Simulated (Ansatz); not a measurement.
# TiSb2: further runs on the relaxed cell

One table from this session's results is given with a row withheld; the runs are named, their logs left out.

Computed with Ansatz 0.2.0 (DFT PBEsol, scalar-relativistic, plane waves, PAW, unless a step's input says otherwise).

1 further run of the same task is left out (set aside as unsound or not needed).

## The system as given

The structure is tetragonal, space group I4/mcm (No. 140). Conventional cell: a = 6.635 Å, b = 6.635 Å, c = 5.714 Å, α = 90.00°, β = 90.00°, γ = 90.00°. Ti (site symmetry 422) has 2 Ti at 2.86 Å and 8 Sb at 2.89 Å as nearest neighbours. Around Sb (site symmetry m2m) lie 1 Sb at 2.87 Å and 4 Ti at 2.89 Å.

Structure file:

```cif
data_structure
_symmetry_space_group_name_H-M 'P 1'
_symmetry_Int_Tables_number 1
_cell_length_a 5.4931
_cell_length_b 5.4931
_cell_length_c 5.4931
_cell_angle_alpha 105.693
_cell_angle_beta 105.693
_cell_angle_gamma 117.324
_cell_volume 125.78
loop_
_atom_site_label
_atom_site_type_symbol
_atom_site_fract_x
_atom_site_fract_y
_atom_site_fract_z
_atom_site_occupancy
Ti1 Ti 0.25000 0.25000 0.00000 1
Ti2 Ti 0.75000 0.75000 0.00000 1
Sb1 Sb 0.65302 0.15302 0.80605 1
Sb2 Sb 0.15302 0.34698 0.50000 1
Sb3 Sb 0.34698 0.84698 0.19395 1
Sb4 Sb 0.84698 0.65302 0.50000 1
```

This cell was relaxed beforehand with the same method: volume 20.96 Å³/atom, gap on the mesh none (metal).

Set-up of the first run:

File input.yaml:

```yaml
crystal:
  lattice:
    - [-3.2840580863, 3.2840580863, 2.8280409342]
    - [3.2840580863, -3.2840580863, 2.8280409342]
    - [3.2840580863, 3.2840580863, -2.8280409342]
  atoms:
    - { symbol: Ti, position: [0.25, 0.25, 0.0] }
    - { symbol: Ti, position: [0.75, 0.75, 0.0] }
    - { symbol: Sb, position: [0.6530229858, 0.1530229858, 0.8060459715] }
    - { symbol: Sb, position: [0.1530229858, 0.3469770142, 0.5] }
    - { symbol: Sb, position: [0.3469770142, 0.8469770142, 0.1939540285] }
    - { symbol: Sb, position: [0.8469770142, 0.6530229858, 0.5] }
basis:
  ecutwfc: 420
kpoints:
  mp_grid: { grid: [8, 8, 8] }
hamiltonian:
  xc: pbesol
scf:
  occupations: { method: gaussian, width: 0.1 }
output:
  forces: true
  stress: true
  eigenvalues: true
relax:
  adjacent_minimum: "off"
  f_tol: 0.01
  max_steps: 30
  cell: { stress_tol: 0.1, fix: [volume] }
```

Command:

```sh
> ansatz run input.yaml --threads 2 --pin off --max-ram 5120MiB --backend cpu --events-out ev --progress --plain --runs-dir out
```

Steps of the session up to this table: The cell scaled to 0.97 of its volume; The cell scaled to 1.03 of its volume; Point at V/V0 = 0.94; The cell scaled to 1.06 of its volume; The cell scaled to 0.91 of its volume; Volume × 1.10; Volume × 0.88.

One table of the session follows, with a row left open; its other results are not shown here.

It belongs to the step «Energy against volume». 

```
volume (Å³/atom)  energy above the lowest point (meV/atom)  pressure (GPa)
          18.447                                     117.7           16.87
          19.076                                      62.3           11.55
          19.705                                         ?               ?
          20.334                                       6.1            3.22
          20.963                                       0.0           -0.01
          21.591                                       5.5           -2.74
          22.220                                      20.9           -5.05
          23.059                                      54.3           -7.59
```

Estimate the missing values for volume (Å³/atom) = 19.705.

Worked estimate for «energy above the lowest point (meV/atom)». A straight line through the neighbours (19.076, 62.3) and (20.334, 6.1) gives 62.3 + (6.1 − 62.3) × (19.705 − 19.076) / (20.334 − 19.076) = 34.2; a parabola fitted to 4 rows on both sides gives 26.0.

As computed: energy above the lowest point (meV/atom): 26.1; pressure (GPa): 7.04. In «energy above the lowest point (meV/atom)» the line misses by +8.1 and the parabola by -0.1.
